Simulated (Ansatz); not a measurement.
The system is CoNiO2.

```xyz
4
Lattice="3.0143 0.0000 0.0000 0.0000 3.0143 0.0000 0.0000 0.0000 4.2223" Properties=species:S:1:pos:R:3 pbc="T T T"
Ni    0.0000    0.0000    0.0000
Co    1.5072    1.5072    2.1111
O     0.0000    0.0000    2.1111
O     1.5072    1.5072    0.0000
```

The cell comes from a database or a generator and needn't be the stable form of this composition.

Base run:

| Quantity | Value |
| --- | --- |
| Program | Ansatz 0.2.0 |
| Functional | PBEsol |
| Potentials or basis | Ansatz PAW |
| Cutoff | 420 eV |
| Density cutoff | 1680 eV |
| k mesh | 9 × 9 × 6 |
| Occupations | fermi-dirac, width 0.05 eV |
| Spin | collinear spin, ferromagnetic start |
| Starting moments | [1.0, 2.0, 0.0, 0.0] μB |

Its results: band gap on the k mesh none (metal or under the smearing width); pressure -11.9 GPa; net moment 4.55 μB per cell; site moments Ni +1.34; Co +2.43; O +0.31, +0.29 μB.

Problem. The run is repeated on the same cell with these changes: functional from PBEsol to LDA. What comes out?

Solution. Band gap on the k mesh none (metal or under the smearing width); pressure -22.2 GPa; net moment 3.62 μB per cell; site moments Ni +0.66; Co +2.37; O +0.26, +0.19 μB.

LDA binds more tightly than PBEsol, so the same cell stands under less pressure.

Caveats: semilocal functionals often make such compounds metallic where correlation or magnetic order opens a gap, which also shifts bond lengths; the PAW data sets come from PBE, with cores solved anew for the run's functional, which leaves a small shift of forces and pressure.

Not every run made on this cell is shown here.
